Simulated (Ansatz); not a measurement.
# ClGeH₆NO₂Si: one species, many methods

An exercise on one series of results from a longer session: the logs are not shown, and one member is left open.

Computed with Ansatz 0.2.0, Gaussian basis. Level: functionals in def2-TZVPP, the program's frozen cores in correlated methods.

Plan: PBE-D4, r2SCAN-D4, PBE0-D4, B3LYP-D4, ωB97X-V, ωB97M-V, B2PLYP; CCSD(T)/def2-TZVPP; MP2/def2-QZVPP; extrapolation to the limit.

**Structure used throughout**

The geometry comes from an earlier relaxation with PBE0-D4 in a triple-zeta def2 set; it is a stationary point, not always the lowest conformer.

12 atoms, charge 0, spin multiplicity 1.

Atoms are counted from 1 here; the program's logs count them from 0.

Bond lengths: O1–Ge2 1.796 Å, O1–H7 0.960 Å, Ge2–N3 1.830 Å, Ge2–H8 1.529 Å, Ge2–H9 1.536 Å, N3–Si4 1.711 Å, N3–H10 1.008 Å, Si4–O5 1.626 Å, Si4–Cl6 2.056 Å, Si4–H11 1.477 Å, O5–H12 0.970 Å. Angles: Ge2–O1–H7 112.7°, O1–Ge2–N3 105.3°, O1–Ge2–H8 102.7°, O1–Ge2–H9 111.3°, N3–Ge2–H8 113.7°, N3–Ge2–H9 108.5°, H8–Ge2–H9 114.8°, Ge2–N3–Si4 123.4°, Ge2–N3–H10 116.9°, Si4–N3–H10 119.5°, N3–Si4–O5 107.8°, N3–Si4–Cl6 112.7°, N3–Si4–H11 110.5°, O5–Si4–Cl6 107.1°, O5–Si4–H11 113.8°, Cl6–Si4–H11 104.9°, Si4–O5–H12 116.4°.

The first run:

in.yaml reads:

```yaml
crystal:
  periodic: [false, false, false]
  atoms:
    - {symbol: O, position_ang: [0.044802, 0.612938, 1.977957]}
    - {symbol: Ge, position_ang: [0.536453, 1.368402, 0.424581]}
    - {symbol: N, position_ang: [-0.332723, 0.414772, -0.873256]}
    - {symbol: Si, position_ang: [-0.322576, -1.294323, -0.953751]}
    - {symbol: O, position_ang: [0.106738, -1.858748, 0.509155]}
    - {symbol: Cl, position_ang: [1.046377, -2.017449, -2.307284]}
    - {symbol: H, position_ang: [-0.841925, 0.864434, 2.248177]}
    - {symbol: H, position_ang: [2.052871, 1.171578, 0.420860]}
    - {symbol: H, position_ang: [0.075377, 2.831499, 0.344750]}
    - {symbol: H, position_ang: [-0.766037, 0.944007, -1.614187]}
    - {symbol: H, position_ang: [-1.627522, -1.798598, -1.427221]}
    - {symbol: H, position_ang: [0.028165, -1.238503, 1.250208]}
basis:
  gaussian: {orbitals: def2-TZVPP}
hamiltonian: {xc: pbe, dispersion: d4}
output: {forces: true, orbitals: {seedname: orbitals}}
```

Command:

```
$ ansatz run in.yaml --threads 2 --pin off --events-out ev --progress --plain --max-ram 22528MiB --backend cuda --devices 0, --max-vram 18GiB
```

Steps of the session up to this table: PBE-D4 (GGA); r2SCAN-D4 (meta-GGA); PBE0-D4 (hybrid); B3LYP-D4 (hybrid); ωB97X-V (range-separated); ωB97M-V (range-separated); B2PLYP (double hybrid); CCSD(T) in def2-TZVPP; MP2 in def2-QZVPP.

One of the session's tables, all rows but one given; the rest of the session is left out.

```
            method  atomisation energy (eV)
            PBE-D4                   43.493
         r2SCAN-D4                        ?
           PBE0-D4                   42.620
          B3LYP-D4                   42.837
           ωB97X-V                   43.409
           ωB97M-V                   43.239
            B2PLYP                   42.506
     HF/def2-TZVPP                   29.845
    MP2/def2-TZVPP                   43.020
   CCSD/def2-TZVPP                   41.337
CCSD(T)/def2-TZVPP                   42.075
           MP2/CBS                   44.390
       CCSD(T)/CBS                   43.445
```

Q: Estimate the row for r2SCAN-D4 from the others.

As computed: atomisation energy (eV): 43.127. In the column «atomisation energy (eV)» it lies between MP2/def2-TZVPP (43.020) and ωB97M-V (43.239).
